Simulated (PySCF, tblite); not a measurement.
**C5H5O2Se radical: geometry, infrared bands and EPR parameters**

Wanted: the infrared bands and EPR parameters of C5H5O2Se radical (`O=COC1=C[Se]C[CH]1`), by calculation.

The runs use tblite 0.8.0 and PySCF 2.14.0, with density-fitted response routines of our own; the level of theory stands in each step. All values are computed, except where a source is named. Atoms are numbered from 0 throughout.

## Step 1: The molecule as given

13 atoms, charge 0, multiplicity 2; geometry from: force field or distance geometry start.

Bonds of the start (Å): O0–C1 1.27, C1–O2 1.38, O2–C3 1.41, C3–C4 1.31, C4–Se5 1.91, Se5–C6 1.94, C6–C7 1.53, C7–C3 1.50, C1–H8 1.09, C4–H9 1.08, C6–H10 1.12, C6–H11 1.11, C7–H12 1.12.

## Step 2: Relaxing the molecule with GFN2-xTB

Job settings and geometry (Å):

```
{"job": {"kind": "relax", "xc": "GFN2-xTB", "basis": "xTB"}, "charge": 0, "multiplicity": 2}
O      2.378800    -1.317700     0.246500
C      2.594900    -0.102400    -0.035200
O      1.575600     0.818100    -0.200000
C      0.195600     0.560500    -0.079700
C     -0.691800     1.504200    -0.294300
Se    -2.516500     0.990100    -0.089400
C     -1.819200    -0.825000    -0.090800
C     -0.351400    -0.769600     0.346600
H      3.628900     0.220000    -0.130200
H     -0.407800     2.493300    -0.631500
H     -2.413400    -1.471800     0.598200
H     -1.887500    -1.239200    -1.115800
H     -0.290700    -0.860000     1.457900
```

Launch:

```
OMP_NUM_THREADS=1 python probes_run.py task.json out
```

The driver reads the jobs from task.json and runs them one after another.

**Question.** This job is followed by: GFN2-xTB harmonic vibrations, gas phase; UKS B3LYP, def2-TZVP-core on Se, pcH-1 on C H O, non-relativistic, mean-field spin-orbit, GIAO. What will the session give for the following? strongest single infrared mode (GFN2-xTB); zero-point energy (GFN2-xTB); g(iso) (B3LYP); ⟨S²⟩; largest a(iso) (averaged by class); surface potential, 1st and 99th percentile.

**Answer**, as computed:

```
                                 quantity                     value
strongest single infrared mode (GFN2-xTB)     1787 cm⁻¹, 543 km/mol
             zero-point energy (GFN2-xTB)             53.6 kcal/mol
                           g(iso) (B3LYP)                   2.01166
                                     ⟨S²⟩        0.771 (exact 0.75)
       largest a(iso) (averaged by class)  1H on H10, H11, 94.4 MHz
    surface potential, 1st and 99th percentile        -1.42 V and 1.18 V
```

**Reading.** Over 59 steps the energy fell by 1.619 eV; of the close pairs, C3–C7 changed most, 1.500 to 1.366 Å. No mode is imaginary among the 33: a minimum at this level. The strongest single mode, at 1787 cm⁻¹, moves mainly C1 and O0. GFN2-xTB is a fitted tight-binding method: band positions and strengths are rough. Its intensities can rank the bands wrongly. The largest spin populations lie on C4 (0.60 e), C7 (0.51 e). The isotropic g lies 9.3 ppt above the free-electron value. The hyperfine terms hold no scalar relativity, which the heavier nuclei need.
